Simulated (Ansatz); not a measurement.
# C2H9SbSi: basis-set convergence

An exercise on one series of results from a longer session: the logs are not shown, and one member is left open.

The runs use Ansatz 0.2.0, Gaussian basis; one geometry, several basis sets.

The runs, in order: PBE0-D4/def2-SVP; ωB97M-V/def2-SVP; PBE0-D4/def2-QZVPP; ωB97M-V/def2-QZVPP; the functionals' def2-TZVPP values are taken from earlier runs.

**Structure used throughout**

All runs share one geometry, relaxed beforehand with PBE0-D4 in a triple-zeta def2 set. Sb takes the def2 core potential; no spin-orbit term is included.

13 atoms, charge 0, spin multiplicity 1.

Atoms are counted from 1 here; the program's logs count them from 0.

Bond lengths: C1–Sb2 2.166 Å, C1–H5 1.090 Å, C1–H6 1.090 Å, C1–H7 1.090 Å, Sb2–C3 2.166 Å, Sb2–Si4 2.570 Å, C3–H8 1.090 Å, C3–H9 1.090 Å, C3–H10 1.090 Å, Si4–H11 1.491 Å, Si4–H12 1.489 Å, Si4–H13 1.489 Å. Angles: Sb2–C1–H5 110.7°, Sb2–C1–H6 108.6°, Sb2–C1–H7 109.5°, H5–C1–H6 109.6°, H5–C1–H7 109.6°, H6–C1–H7 108.8°, C1–Sb2–C3 95.1°, C1–Sb2–Si4 93.2°, C3–Sb2–Si4 93.2°, Sb2–C3–H8 110.7°, Sb2–C3–H9 109.5°, Sb2–C3–H10 108.6°, H8–C3–H9 109.6°, H8–C3–H10 109.6°, H9–C3–H10 108.8°, Sb2–Si4–H11 110.5°, Sb2–Si4–H12 110.7°, Sb2–Si4–H13 110.7° and more.

As a file:

```xyz
13
charge 0, multiplicity 1
C    -0.9188    1.5048   -0.7244
Sb    0.6491    0.0658   -1.1268
C     1.7164    0.4243    0.7234
Si   -0.6943   -1.8904   -0.1402
H    -1.2836    1.4021    0.2973
H    -0.5160    2.5077   -0.8691
H    -1.7413    1.3519   -1.4233
H     1.0264    0.4561    1.5663
H     2.4489   -0.3676    0.8804
H     2.2400    1.3774    0.6442
H    -1.2620   -1.5165    1.1872
H    -1.8186   -2.2642   -1.0419
H     0.1741   -3.0861    0.0418
```

The first run:

Input file in.yaml:

```yaml
crystal:
  periodic: [false, false, false]
  atoms:
    - {symbol: C, position_ang: [-0.918780, 1.504829, -0.724440]}
    - {symbol: Sb, position_ang: [0.649097, 0.065765, -1.126793]}
    - {symbol: C, position_ang: [1.716403, 0.424334, 0.723430]}
    - {symbol: Si, position_ang: [-0.694285, -1.890352, -0.140169]}
    - {symbol: H, position_ang: [-1.283577, 1.402050, 0.297322]}
    - {symbol: H, position_ang: [-0.516009, 2.507685, -0.869067]}
    - {symbol: H, position_ang: [-1.741326, 1.351860, -1.423294]}
    - {symbol: H, position_ang: [1.026405, 0.456073, 1.566331]}
    - {symbol: H, position_ang: [2.448945, -0.367580, 0.880439]}
    - {symbol: H, position_ang: [2.240036, 1.377437, 0.644163]}
    - {symbol: H, position_ang: [-1.261961, -1.516472, 1.187183]}
    - {symbol: H, position_ang: [-1.818632, -2.264240, -1.041894]}
    - {symbol: H, position_ang: [0.174085, -3.086087, 0.041787]}
basis:
  gaussian: {orbitals: def2-SVP}
hamiltonian: {xc: pbe0, dispersion: d4}
output: {orbitals: {seedname: orbitals}}
```

Among the steps run: PBE0-D4 in def2-SVP; ωB97M-V in def2-SVP; PBE0-D4 in def2-QZVPP; ωB97M-V in def2-QZVPP.

One of the session's tables, all rows but one given; the rest of the session is left out.

It belongs to the step «Functionals by basis». 

| functional | basis | HOMO (eV) | LUMO (eV) |
| --- | --- | --- | --- |
| PBE0-D4 | def2-SVP | -6.51 | 0.05 |
| PBE0-D4 | def2-TZVPP | -6.56 | -0.25 |
| PBE0-D4 | def2-QZVPP | -6.57 | -0.34 |
| ωB97M-V | def2-SVP | -8.49 | 1.79 |
| ωB97M-V | def2-TZVPP | -8.56 | 1.27 |
| ωB97M-V | def2-QZVPP | ? | ? |

Estimate the missing values for ωB97M-V, def2-QZVPP.

**Answer.** HOMO (eV): -8.57; LUMO (eV): 1.00. In the column «HOMO (eV)» it is the lowest.
